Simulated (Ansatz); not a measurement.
What does this script print? It uses Ansatz's Python interface.

`methods.py`
```python
'''CH6ClFSi2 at several levels of theory.'''

from pathlib import Path

import ansatz as az
from ase import Atoms
import numpy as np

atoms = Atoms(['C', 'Si', 'Cl', 'Si', 'F', 'H', 'H', 'H', 'H', 'H', 'H'], positions=[
    [-1.1606, -0.8224, 0.9014],
    [0.4334, 0.0388, 0.7117],
    [1.8664, -1.3077, 1.2097],
    [0.7862, 0.7857, -1.4611],
    [-0.4621, 1.7875, -1.87],
    [-1.3065, -1.6206, 0.2166],
    [-1.334, -1.1367, 1.9155],
    [-1.9865, -0.0668, 0.6562],
    [0.5584, 1.1812, 1.727],
    [2.0168, 1.4756, -1.6031],
    [0.6539, -0.3716, -2.3834],
])
molecule = az.Crystal.molecule_from_ase(atoms)

base = molecule.calculation().basis(gaussian='def2-SVP').accuracy('medium')

print('functional    E (Ha)        dipole (D)   HOMO (eV)  LUMO (eV)')
for name in ['b3lyp', 'hse06', 'r2scan', 'revpbe', 'pbe', 'blyp']:
    summary = base.functional(name).forces().orbitals().run(threads=1, pin='off', runs_dir='runs').report
    lines = Path(summary['orbitals_path']).read_text().splitlines()
    field_of = lambda key: [line.split('=')[1].strip() for line in lines if line.startswith(key)]
    orbitals = [(27.211386 * float(e), s, float(n)) for e, s, n in zip(field_of('Ene='), field_of('Spin='), field_of('Occup='))]
    homo = max(e for e, _, n in orbitals if n > 0.5)
    lumo = min(e for e, _, n in orbitals if n < 0.5)
    dipole = 4.803205 * np.linalg.norm(summary['charge_distribution']['dipole_moment_e_ang'])
    print(f'{name:10s} {summary["free_energy_ev"] / 27.211386246:14.6f} {dipole:9.3f} {homo:11.3f} {lumo:10.3f}')
```

```console
$ python methods.py
functional    E (Ha)        dipole (D)   HOMO (eV)  LUMO (eV)
b3lyp        -1180.461386     0.577      -7.725     -0.825
hse06        -1179.839711     0.600      -7.587     -1.106
r2scan       -1180.259043     0.635      -7.056     -1.350
revpbe       -1180.146993     0.645      -6.665     -1.451
pbe          -1179.754794     0.655      -6.683     -1.553
blyp         -1180.341202     0.615      -6.514     -1.306
```

What to keep in mind:
- These settings explore the input space; basis and method may be short of convergence.
- The geometry is a force-field or estimated start, not a minimum of this method, and the basis set is short of its limit. A lower total doesn't mark the better method: functionals have no common bound, and MP2 and coupled cluster aren't variational.
- b3lyp holds the VWN-RPA fit, as in Gaussian; the form of ORCA and Turbomole is b3lyp5.
- Levels such as HOMO and LUMO are orbital energies: with these approximate functionals they aren't the ionisation energy and electron affinity, and their gap isn't the fundamental gap.
- hse06 follows the composition of plane-wave codes, whose totals differ by tens of mHa, up to about 0.1 Ha, from the form usual in Gaussian-basis programs (wpbeh).
- It ran for 33 s on 1 thread of Intel(R) Xeon(R) Processor @ 2.30GHz, on a shared host, peak memory 0.37 GiB.
